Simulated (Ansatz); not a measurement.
Runs of Ansatz 0.2.0 on SiF. Symmetry: Pm-3m, No. 221, cubic system. The conventional cell has a = 3.029 Å, b = 3.029 Å, c = 3.029 Å, α = 90.00°, β = 90.00°, γ = 90.00°. Si (site symmetry m-3m) is surrounded by 8 F at 2.62 Å. F (site symmetry m-3m) is surrounded by 8 Si at 2.62 Å. The cell was built by a generator and needn't be a form met in nature.

```csv
task,level,cell,gap on the mesh (eV),pressure (GPa),relaxed volume (Å³/atom)
relaxation of cell and atoms,RPBE,relaxed,none,0.0,(a)
relaxation of cell and atoms,PBE,relaxed,none,0.0,13.93
relaxation of cell and atoms,LDA,relaxed,none,0.0,12.91
relaxation of cell and atoms,BLYP,relaxed,none,0.0,15.11
relaxation of cell and atoms,PBE+D4,relaxed,none,0.0,13.88
relaxation of cell and atoms,PBEsol,relaxed,none,0.0,13.26
relaxation of cell and atoms,PBE+D3(BJ),relaxed,none,0.0,13.62
single point,PBE,as given,none,0.2,-
relaxation of cell and atoms,revPBE,relaxed,none,0.0,(b)
```

Alike in all rows: potentials or basis Ansatz PAW; no spin polarisation; k mesh 9 × 9 × 9; cutoff (eV) 420; smearing fermi-dirac 0.05 eV.

Problem. Estimate the missing entries.

Solution. (a) 14.40; (b) 14.27.

Caveats: an odd number of electrons without spin polarisation forces a metal; a magnetic or distorted state may lie lower; the plane-wave basis is chosen anew once the cell has moved, so the energies of steps on either side of that aren't comparable (some runs); the PAW data sets come from PBE, with cores solved anew for the run's functional, which leaves a small shift of forces and pressure (some runs); pairwise dispersion overbinds metals, which lowers pressure and volume (some runs).

A gap of «none» marks a metal or a gap under the smearing width.
